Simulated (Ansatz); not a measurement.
Crystal: Sr2SO.

```
Sr S O
1.0
     4.04324    0.00000    0.00000
     0.00000    4.04324    0.00000
     0.00000    0.00000    5.71800
Sr S O
2 1 1
Cartesian
  2.0216 2.0216 2.8590
  0.0000 0.0000 0.0000
  0.0000 0.0000 2.8590
  2.0216 2.0216 0.0000
```

The cell comes from a database or a generator and needn't be the stable form of this composition.

Base run:

```yaml
Program: Ansatz 0.2.0
Functional: PBE
Potentials_or_basis: Ansatz PAW
Cutoff: "420 eV (not typed: the program's choice for these potentials)"
k_mesh: 5 × 5 × 4
Occupations: fermi-dirac, width 0.05 eV
Spin: no spin polarisation
```

Its results: band gap on the k mesh 2.21 eV, direct; pressure -0.2 GPa.

**Question.** After a change of settings the same cell gave: band gap on the k mesh 2.27 eV, direct; pressure 1.9 GPa. Which change was it?
A. functional from PBE to RPBE
B. functional from PBE to PBEsol
C. functional from PBE to LDA
D. functional from PBE to PBEsol; spin from no spin polarisation to spin-orbit coupling, no magnetisation; potential files from those of the base run to others of the same set

**Answer.** A.

RPBE binds less tightly than PBE, so the same cell stands under more pressure.

Caveats: the PAW data sets come from PBE, with cores solved anew for the run's functional, which leaves a small shift of forces and pressure (some runs).
